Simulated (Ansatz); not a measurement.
YbGe2Ru2 in Ansatz: the effect of fixed moment

Crystal: YbGe2Ru2.

```
CELL_PARAMETERS angstrom
-2.10150 2.10150 4.88150
2.10150 -2.10150 4.88150
2.10150 2.10150 -4.88150
ATOMIC_POSITIONS crystal
Yb 0.00000 0.00000 0.00000
Ru 0.25000 0.75000 0.50000
Ru 0.75000 0.25000 0.50000
Ge 0.62500 0.62500 0.00000
Ge 0.37500 0.37500 0.00000
```

Alike in all runs:

| Item | Value |
| --- | --- |
| Program | Ansatz 0.2.0 |
| Task | single point |
| Functional | PBEsol |
| Potentials or basis | Ansatz PAW |
| Cutoff | 420 eV (not typed: the program's choice for these potentials) |
| k mesh | 8 × 8 × 8 |
| Occupations | fermi-dirac, width 0.05 eV |

| fixed moment | spin | starting moments | energy over the lowest run (meV/atom) | pressure (GPa) | largest force (eV/Å) |
| --- | --- | --- | --- | --- | --- |
| 0 | collinear spin, program default start | - | 0.0 | -0.4 | 0.80 |
| 0.8 | collinear spin, ferromagnetic start | [0.2666666667, 0.2666666667, 0.2666666667, 0.0, 0.0] μB | 7.5 | -0.3 | 0.75 |
| 1.5 | collinear spin, ferromagnetic start | [0.5, 0.5, 0.5, 0.0, 0.0] μB | 36.6 | 0.0 | 0.56 |
| 2.2 | collinear spin, ferromagnetic start | [0.7333333333, 0.7333333333, 0.7333333333, 0.0, 0.0] μB | 95.6 | 0.5 | 0.24 |
| 3 | collinear spin, ferromagnetic start | [1.0, 1.0, 1.0, 0.0, 0.0] μB | 203.5 | 1.7 | 0.15 |
| 3.8 | collinear spin, ferromagnetic start | [1.2666666667, 1.2666666667, 1.2666666667, 0.0, 0.0] μB | 337.4 | 3.6 | 0.51 |
| 4.5 | collinear spin, ferromagnetic start | [1.5, 1.5, 1.5, 0.0, 0.0] μB | 472.1 | 5.6 | 0.74 |
| 6 | collinear spin, ferromagnetic start | [2.0, 2.0, 2.0, 0.0, 0.0] μB | ? | ? | ? |

**Question.** What does the run with fixed moment 6 give?

**Answer.** Energy over the lowest run 813.0 meV/atom; pressure 10.6 GPa; largest force 1.19 eV/Å.

Worked out: A parabola through the other rows of the energy over the lowest run, of slope 303 meV/atom per unit of fixed moment there, extrapolates to 871.2 meV/atom, against the run's 813.0. A parabola through the other rows of the pressure, of slope 4.25 GPa per unit of fixed moment there, extrapolates to 11.0 GPa, against the run's 10.6. The largest force follows no smooth curve through the other rows.

Caveats: the cell's inner coordinates are idealised or old, which leaves forces on the atoms; the total moment is fixed, so each spin has its own Fermi level; the PAW data sets come from PBE, with cores solved anew for the run's functional, which leaves a small shift of forces and pressure; the thresholds are loose for stress.
